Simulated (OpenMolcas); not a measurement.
# Co³⁺ among point charges: CASSCF and CASPT2 levels and susceptibility, part 2 of 2

Aim: the splitting of the states of Co³⁺ in the field of 6 point charges, its lowest levels with spin-orbit coupling and its magnetic susceptibility.

OpenMolcas 26.06; ANO-RCC-VDZP, DKH2, active space 6 electrons in 5 orbitals (3d), orbitals: per spin and parity. Surroundings: 6 point charges of -1.5 e arranged as an octahedron (Oh), 2.1 Å from the ion. The steps go on from the part before.

## (7) CASPT2: IPEA 0.25, imaginary shift 0.1 (closed shells correlated: 3s 3p)

a.inp reads:

```
>>> COPY JOB001 $Project.JobIph
&CASPT2
Multistate=5 1 2 3 4 5
NoMult
Frozen=2 3
IPEA=0.25
Imaginary=0.1
MaxIter=60
WThr=0.0 0.3 0.05
PrWF=0.5
NoMix
>>> COPY JOB002 $Project.JobIph
&CASPT2
Multistate=45 1 2 3 4 5 6 7 8 9 10 11 12 13 14 15 16 17 18 19 20 21 22
23 24 25 26 27 28 29 30 31 32 33 34 35 36 37 38 39 40 41 42 43 44 45
NoMult
Frozen=2 3
IPEA=0.25
Imaginary=0.1
MaxIter=60
WThr=0.0 0.3 0.05
PrWF=0.5
NoMix
>>> COPY JOB003 $Project.JobIph
&CASPT2
Multistate=50 1 2 3 4 5 6 7 8 9 10 11 12 13 14 15 16 17 18 19 20 21 22
23 24 25 26 27 28 29 30 31 32 33 34 35 36 37 38 39 40 41 42 43 44 45 46
47 48 49 50
NoMult
Frozen=2 3
IPEA=0.25
Imaginary=0.1
MaxIter=60
WThr=0.0 0.3 0.05
PrWF=0.5
NoMix
```

What it wrote:

```text
Orbital specifications:
      -----------------------

      Symmetry species                           1   2
                                                ag  au
      Frozen orbitals                            2   3
      Inactive orbitals                          1   3
      Active orbitals                            5   0
      Secondary orbitals                         7  13
      Deleted orbitals                           0   0
      Number of basis functions                 15  19
Type of calculation                        SS-CASPT2
      Fock operator                              state-specific
      IPEA shift                                 0.25
      Real shift                                 0.00
      Imaginary shift                            0.10
      The input orbitals will be transformed to quasi-canonical
Reference energy:       -1396.6536057851
      E2 (Non-variational):      -0.3085964801
      Shift correction:          -0.0000806054
      E2 (Variational):          -0.3086770855
      Total energy:           -1396.9622828705
      Residual norm:              0.0000001181
      Reference weight:           0.95705
      Contributions to the CASPT2 correlation energy
      Active & Virtual Only:         -0.0933179381
      One Inactive Excited:          -0.1494559023
      Two Inactive Excited:          -0.0658226397
Reference energy:       -1396.6536057851
      E2 (Non-variational):      -0.3085969601
      Shift correction:          -0.0000806077
      E2 (Variational):          -0.3086775679
      Total energy:           -1396.9622833529
      Residual norm:              0.0000001184
      Reference weight:           0.95705
      Contributions to the CASPT2 correlation energy
      Active & Virtual Only:         -0.0933182258
      One Inactive Excited:          -0.1494561183
      Two Inactive Excited:          -0.0658226160
::    CASPT2 Root  1     Total energy:  -1396.96228287
::    CASPT2 Root  2     Total energy:  -1396.96228335
::    CASPT2 Root  3     Total energy:  -1396.96228433
::    CASPT2 Root  4     Total energy:  -1396.95009480
::    CASPT2 Root  5     Total energy:  -1396.95009416
Orbital specifications:
      -----------------------

      Symmetry species                           1   2
                                                ag  au
      Frozen orbitals                            2   3
      Inactive orbitals                          1   3
      Active orbitals                            5   0
      Secondary orbitals                         7  13
      Deleted orbitals                           0   0
      Number of basis functions                 15  19
Type of calculation                        SS-CASPT2
      Fock operator                              state-specific
      IPEA shift                                 0.25
      Real shift                                 0.00
      Imaginary shift                            0.10
      The input orbitals will be transformed to quasi-canonical
Reference energy:       -1396.5396970596
      E2 (Non-variational):      -0.3136345268
      Shift correction:          -0.0000804555
      E2 (Variational):          -0.3137149824
      Total energy:           -1396.8534120420
      Residual norm:              0.0000002683
      Reference weight:           0.95645
      Contributions to the CASPT2 correlation energy
      Active & Virtual Only:         -0.0932587497
      One Inactive Excited:          -0.1586456717
      Two Inactive Excited:          -0.0617301055
Reference energy:       -1396.5396970596
      E2 (Non-variational):      -0.3136654927
      Shift correction:          -0.0000804634
      E2 (Variational):          -0.3137459562
      Total energy:           -1396.8534430158
      Residual norm:              0.0000002652
      Reference weight:           0.95644
      Contributions to the CASPT2 correlation energy
      Active & Virtual Only:         -0.0932627682
      One Inactive Excited:          -0.1586777349
      Two Inactive Excited:          -0.0617249896
::    CASPT2 Root  1     Total energy:  -1396.85341204
::    CASPT2 Root  2     Total energy:  -1396.85344302
::    CASPT2 Root  3     Total energy:  -1396.85290855
::    CASPT2 Root  4     Total energy:  -1396.84958687
::    CASPT2 Root  5     Total energy:  -1396.84924696
::    CASPT2 Root  6     Total energy:  -1396.84944364
::    CASPT2 Root  7     Total energy:  -1396.84774072
::    CASPT2 Root  8     Total energy:  -1396.84757650
::    CASPT2 Root  9     Total energy:  -1396.84767409
::    CASPT2 Root 10     Total energy:  -1396.84306601
::    CASPT2 Root 11     Total energy:  -1396.84276386
::    CASPT2 Root 12     Total energy:  -1396.84948225
::    CASPT2 Root 13     Total energy:  -1396.84951710
::    CASPT2 Root 14     Total energy:  -1396.84944338
::    CASPT2 Root 15     Total energy:  -1396.83871855
::    CASPT2 Root 16     Total energy:  -1396.83866738
::    CASPT2 Root 17     Total energy:  -1396.83865132
::    CASPT2 Root 18     Total energy:  -1396.83372592
::    CASPT2 Root 19     Total energy:  -1396.83516070
::    CASPT2 Root 20     Total energy:  -1396.83395964
::    CASPT2 Root 21     Total energy:  -1396.83611369
::    CASPT2 Root 22     Total energy:  -1396.82659518
::    CASPT2 Root 23     Total energy:  -1396.82659093
::    CASPT2 Root 24     Total energy:  -1396.82657510
::    CASPT2 Root 25     Total energy:  -1396.81952674
::    CASPT2 Root 26     Total energy:  -1396.81930364
::    CASPT2 Root 27     Total energy:  -1396.81386272
::    CASPT2 Root 28     Total energy:  -1396.81406912
::    CASPT2 Root 29     Total energy:  -1396.81392406
::    CASPT2 Root 30     Total energy:  -1396.81450621
Orbital specifications:
      -----------------------

      Symmetry species                           1   2
                                                ag  au
      Frozen orbitals                            2   3
      Inactive orbitals                          1   3
      Active orbitals                            5   0
      Secondary orbitals                         7  13
      Deleted orbitals                           0   0
      Number of basis functions                 15  19
Type of calculation                        SS-CASPT2
      Fock operator                              state-specific
      IPEA shift                                 0.25
      Real shift                                 0.00
      Imaginary shift                            0.10
      The input orbitals will be transformed to quasi-canonical
Reference energy:       -1396.4881185766
      E2 (Non-variational):      -0.3095092611
      Shift correction:          -0.0000729129
      E2 (Variational):          -0.3095821740
      Total energy:           -1396.7977007506
      Residual norm:              0.0000000881
      Reference weight:           0.95845
      Contributions to the CASPT2 correlation energy
      Active & Virtual Only:         -0.0915712627
      One Inactive Excited:          -0.1560820929
      Two Inactive Excited:          -0.0618559055
Reference energy:       -1396.4835322430
      E2 (Non-variational):      -0.3133642459
      Shift correction:          -0.0000785886
      E2 (Variational):          -0.3134428345
      Total energy:           -1396.7969750775
      Residual norm:              0.0000001932
      Reference weight:           0.95690
      Contributions to the CASPT2 correlation energy
      Active & Virtual Only:         -0.0924006552
      One Inactive Excited:          -0.1609630549
      Two Inactive Excited:          -0.0600005358
::    CASPT2 Root  1     Total energy:  -1396.79770075
::    CASPT2 Root  2     Total energy:  -1396.79697508
::    CASPT2 Root  3     Total energy:  -1396.79531275
::    CASPT2 Root  4     Total energy:  -1396.79698537
::    CASPT2 Root  5     Total energy:  -1396.79324894
::    CASPT2 Root  6     Total energy:  -1396.79320119
::    CASPT2 Root  7     Total energy:  -1396.79338125
::    CASPT2 Root  8     Total energy:  -1396.78812300
::    CASPT2 Root  9     Total energy:  -1396.78807101
::    CASPT2 Root 10     Total energy:  -1396.78627925
::    CASPT2 Root 11     Total energy:  -1396.78408420
::    CASPT2 Root 12     Total energy:  -1396.78444693
::    CASPT2 Root 13     Total energy:  -1396.78444958
::    CASPT2 Root 14     Total energy:  -1396.79045355
::    CASPT2 Root 15     Total energy:  -1396.78793138
::    CASPT2 Root 16     Total energy:  -1396.78791864
::    CASPT2 Root 17     Total energy:  -1396.78775362
::    CASPT2 Root 18     Total energy:  -1396.78213605
::    CASPT2 Root 19     Total energy:  -1396.78212345
::    CASPT2 Root 20     Total energy:  -1396.77569868
::    CASPT2 Root 21     Total energy:  -1396.77569518
::    CASPT2 Root 22     Total energy:  -1396.77569819
::    CASPT2 Root 23     Total energy:  -1396.76345200
::    CASPT2 Root 24     Total energy:  -1396.76455846
::    CASPT2 Root 25     Total energy:  -1396.76460002
::    CASPT2 Root 26     Total energy:  -1396.76454353
::    CASPT2 Root 27     Total energy:  -1396.75279967
::    CASPT2 Root 28     Total energy:  -1396.75279607
::    CASPT2 Root 29     Total energy:  -1396.72163751
::    CASPT2 Root 30     Total energy:  -1396.71887366
```

Time for this run: 6.3 s (1 thread, shared host).

SS-CASPT2: lowest energy less the reference's lowest, -0.3087 hartree; reference weights 0.947 to 0.958.

Spin-free states, with their symmetry labels:

```tsv
state	degeneracy	E (cm-1)	free-ion L (%)
5T2	3	0	D (100)
5E	2	2675	D (100)
3T1	3	23929	H (90)
3T1	3	24757	P (72)
3T2	3	24769	H (96)
3T1	3	25156	H (81)
3E	2	26198	H (98)
3T2	3	27128	F (85)
3A2	1	27691	F (100)
3T1	3	28093	F (65)
3T2	3	29782	G (89)
3E	2	31356	G (97)
3A1	1	32433	G (100)
3T1	3	32555	G (87)
1A1	1	36122	I (69)
1T1	3	36402	I (82)
1T2	3	37093	I (98)
1A1	1	37712	G (65)
3T2	3	38167	D (99)
1E	2	38230	I (64)
1T1	3	38280	G (82)
1A2	1	38628	I (100)
1T2	3	39057	I (94)
3E	2	39429	D (99)
```

With spin-orbit coupling:

| E (cm-1) | Degeneracy | Label | 2S+1 |
| --- | --- | --- | --- |
| 0 | 3 | T2 | 5 |
| 240 | 2 | E | 5 |
| 280 | 3 | T1 | 5 |
| 560 | 1 | A1 | 5 |
| 710 | 3 | T1 | 5 |
| 800 | 3 | T2 | 5 |
| 3190 | 1 | A2 | 5 |
| 3230 | 3 | T2 | 5 |
| 3270 | 2 | E | 5 |
| 3330 | 3 | T1 | 5 |
| 3380 | 1 | A1 | 5 |
| 24090 | 2 | E | 3 |
| 24120 | 3 | T2 | 3 |
| 24510 | 1 | A1 | 3 |
| 24530 | 3 | T1 | 3 |
| 24610 | 2 | E | 3 |
| 24630 | 3 | T2 | 3 |
| 24990 | 1 | A2 | 3 |
| 25140 | 3 | T2 | 3 |
| 25260 | 3 | T1 | 3 |
| 25420 | 2 | E | 3 |
| 25460 | 1 | A1 | 3 |
| 25510 | 3 | T1 | 3 |
| 25620 | 2 | E | 3 |

Powder χT (cm³ K/mol): 3.38 at 2 K, 3.41 at 5 K, 3.46 at 10 K, 3.55 at 20 K, 3.84 at 50 K, 4.24 at 100 K, 4.46 at 150 K, 4.56 at 200 K, 4.59 at 250 K, 4.59 at 300 K.

## (8) The methods side by side

A. CASSCF
B. SS-CASPT2, IPEA 0.25, imaginary shift 0.1 (closed shells correlated: 3s 3p)

```tsv
method	ground state	first state of that spin (cm-1)	first gap with spin-orbit (cm-1)	χT at 300 K
A	5T2	5E 2282	225.8	4.67
B	5T2	5E 2675	236.2	4.59
```

## (9) Results

The summary covers parts 1 to 2.

```
                                            quantity                                                                        value
                                              method  SS-CASPT2, IPEA 0.25, imaginary shift 0.1 (closed shells correlated: 3s 3p)
                              spin-free ground state                                              5T2, 3-fold in its orbital part
first state of the same spin within the active space                                                              5E at 2680 cm⁻¹
                                        lowest level                                                                    3-fold T2
                                          next level                                                                   236.2 cm⁻¹
                                         χT at 300 K                                                               4.59 cm³ K/mol
                           effective moment at 300 K                                                                      6.06 μB
```

Cost by method:

```tsv
method	time of its own steps	time with the reference
A. CASSCF	23 s	23 s
B. SS-CASPT2, IPEA 0.25, imaginary shift 0.1, +3s 3p	6.3 s	30 s
```

Times are of one thread on a shared host.

In words: The spin-free ground state (5T2) comes to 100 % from free-ion D terms and keeps the highest spin of the shell. χT at 300 K is 4.59, against 3.01 cm³ K/mol for the spin alone, so orbital moment adds to it. An active space of the d shell alone favours high spin; real ions in strong fields can be low spin. CASPT2 does not keep the components of a term degenerate, and the means are used. The field of point charges can differ much from that of real complexes. With metal d orbitals alone active, the gaps between spin states are rough; where two lie within a few thousand cm-1, their order is open. Point charges carry no covalency, so the field is a model and not that of real ligands.
